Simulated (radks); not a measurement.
# Valence configurations of Al⁺

NIST gives [Ne] 3s2 as the ground configuration of Al⁺. Does this level of theory agree? Several fillings of the valence shells are run.

The numbers are computed with radks (a radial shooting solver on a logarithmic mesh, Libxc functionals) version 1 (non-relativistic Kohn-Sham, PBE, spin-polarised, spherical densities, point nucleus; open shells are filled with parallel spins first), except any that are marked as measured or tabulated.

## (1) Starting point

* element: aluminium (Z = 13)
* charge: +1
* electrons: 12
* configuration: [Ne] 3s2
* others tried: 3s1 3p1; 3p2; 3s1.5 3p0.5; 3s0.5 3p1.5

Outer shells as boxes (Hund's rule):

Al⁺
```
[Ne] core
3s [↑↓]
```

## (2) [Ne] 3s2

Settings of this run:

```text
Z 13
configuration [Ne] 3s2
relativity non-relativistic
functional pbe,pbe
spin polarised
nucleus point
```

## (3) [Ne] 3s1 3p1

Settings of this run:

```text
Z 13
configuration [Ne] 3s1 3p1
relativity non-relativistic
functional pbe,pbe
spin polarised
nucleus point
```

## (4) [Ne] 3p2

Settings of this run:

```text
Z 13
configuration [Ne] 3p2
relativity non-relativistic
functional pbe,pbe
spin polarised
nucleus point
```

## (5) [Ne] 3s1.5 3p0.5

Settings of this run:

```text
Z 13
configuration [Ne] 3s1.5 3p0.5
relativity non-relativistic
functional pbe,pbe
spin polarised
nucleus point
```

## (6) [Ne] 3s0.5 3p1.5

Settings of this run:

```text
Z 13
configuration [Ne] 3s0.5 3p1.5
relativity non-relativistic
functional pbe,pbe
spin polarised
nucleus point
```

What does the calculation give? Wanted: for each run, valence; E − E(NIST configuration); moment; highest level; its energy; 1s shift.

As calculated:

| valence | E − E(NIST configuration) (eV) | moment (μB) | highest level | its energy (eV) | 1s shift (eV) |
| --- | --- | --- | --- | --- | --- |
| 3s2 | 0.000 | 0 | 3s | -14.785 | +0.00 |
| 3s1.5 3p0.5 | 2.576 | 1 | 3p up | -9.886 | -0.85 |
| 3s1 3p1 | 4.618 | 2 | 3p up | -10.482 | -1.50 |
| 3s0.5 3p1.5 | 7.589 | 2 | 3p up | -10.790 | -2.33 |
| 3p2 | 10.566 | 2 | 3p up | -11.082 | -3.16 |

The NIST configuration is the lowest of those tried, 2.576 eV under 3s1.5 3p0.5. The energies are those of spherical high-spin densities, not of single terms. The 1s eigenvalue shifts by up to 3.16 eV as the valence charge is rearranged.
